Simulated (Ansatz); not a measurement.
# C3H7ClGe: how energies converge with the basis set

An exercise on one series of results from a longer session: the logs are not shown, and one member is left open.

Method: one geometry, several basis sets; program: Ansatz 0.2.0, Gaussian basis.

The runs, in order: PBE0-D4/def2-SVP; ωB97M-V/def2-SVP; PBE0-D4/def2-QZVPP; ωB97M-V/def2-QZVPP; the functionals' def2-TZVPP values are taken from earlier runs.

### Structure used throughout

All runs share one geometry, relaxed beforehand with PBE0-D4 in a triple-zeta def2 set.

SMILES `C[CH](C)[Ge][Cl]`, 12 atoms, charge 0, spin multiplicity 1.

Atoms are counted from 1 here; the program's logs count them from 0.

Bond lengths: C1–C2 1.522 Å, C1–H6 1.093 Å, C1–H7 1.096 Å, C1–H8 1.095 Å, C2–C3 1.524 Å, C2–Ge4 2.007 Å, C2–H9 1.099 Å, C3–H10 1.096 Å, C3–H11 1.095 Å, C3–H12 1.093 Å, Ge4–Cl5 2.201 Å. Angles: C2–C1–H6 110.9°, C2–C1–H7 110.7°, C2–C1–H8 112.5°, H6–C1–H7 107.7°, H6–C1–H8 107.7°, H7–C1–H8 107.1°, C1–C2–C3 112.1°, C1–C2–Ge4 112.4°, C1–C2–H9 109.1°, C3–C2–Ge4 110.4°, C3–C2–H9 108.9°, Ge4–C2–H9 103.6°, C2–C3–H10 110.7°, C2–C3–H11 112.7°, C2–C3–H12 110.9°, H10–C3–H11 107.0°, H10–C3–H12 107.7°, H11–C3–H12 107.7° and more.

The first run:

Contents of in.yaml:

```yaml
crystal:
  periodic: [false, false, false]
  atoms:
    - {symbol: C, position_ang: [-0.652694, 0.354550, 1.112491]}
    - {symbol: C, position_ang: [-0.114314, -0.607264, 0.062368]}
    - {symbol: C, position_ang: [1.253418, -0.180270, -0.457795]}
    - {symbol: Ge, position_ang: [-1.391134, -0.868809, -1.463258]}
    - {symbol: Cl, position_ang: [-1.469451, 1.226205, -2.132033]}
    - {symbol: H, position_ang: [-0.766183, 1.359555, 0.698872]}
    - {symbol: H, position_ang: [0.032784, 0.420572, 1.964917]}
    - {symbol: H, position_ang: [-1.626235, 0.044750, 1.505311]}
    - {symbol: H, position_ang: [-0.029993, -1.609821, 0.503626]}
    - {symbol: H, position_ang: [1.982245, -0.137627, 0.359254]}
    - {symbol: H, position_ang: [1.654045, -0.869803, -1.208378]}
    - {symbol: H, position_ang: [1.204412, 0.812861, -0.911376]}
basis:
  gaussian: {orbitals: def2-SVP}
hamiltonian: {xc: pbe0, dispersion: d4}
output: {orbitals: {seedname: orbitals}}
```

Started as:

```bash
> ansatz run in.yaml --threads 4 --pin off --events-out ev --progress --plain --max-ram 11315MiB
```

Among the steps run: PBE0-D4 in def2-SVP; ωB97M-V in def2-SVP; PBE0-D4 in def2-QZVPP; ωB97M-V in def2-QZVPP.

One table of the session follows, with a row left open; its other results are not shown here.

It belongs to the step «Functionals by basis». 

| functional | basis | HOMO (eV) | LUMO (eV) |
| --- | --- | --- | --- |
| PBE0-D4 | def2-SVP | -6.44 | -2.58 |
| PBE0-D4 | def2-TZVPP | -6.48 | -2.63 |
| PBE0-D4 | def2-QZVPP | ? | ? |
| ωB97M-V | def2-SVP | -8.51 | -0.61 |
| ωB97M-V | def2-TZVPP | -8.57 | -0.70 |
| ωB97M-V | def2-QZVPP | -8.61 | -0.79 |

**Question.** Estimate the row for PBE0-D4, def2-QZVPP.

The run gave: HOMO (eV): -6.52; LUMO (eV): -2.67. In the column «HOMO (eV)» it lies between ωB97M-V, def2-SVP (-8.51) and PBE0-D4, def2-TZVPP (-6.48).
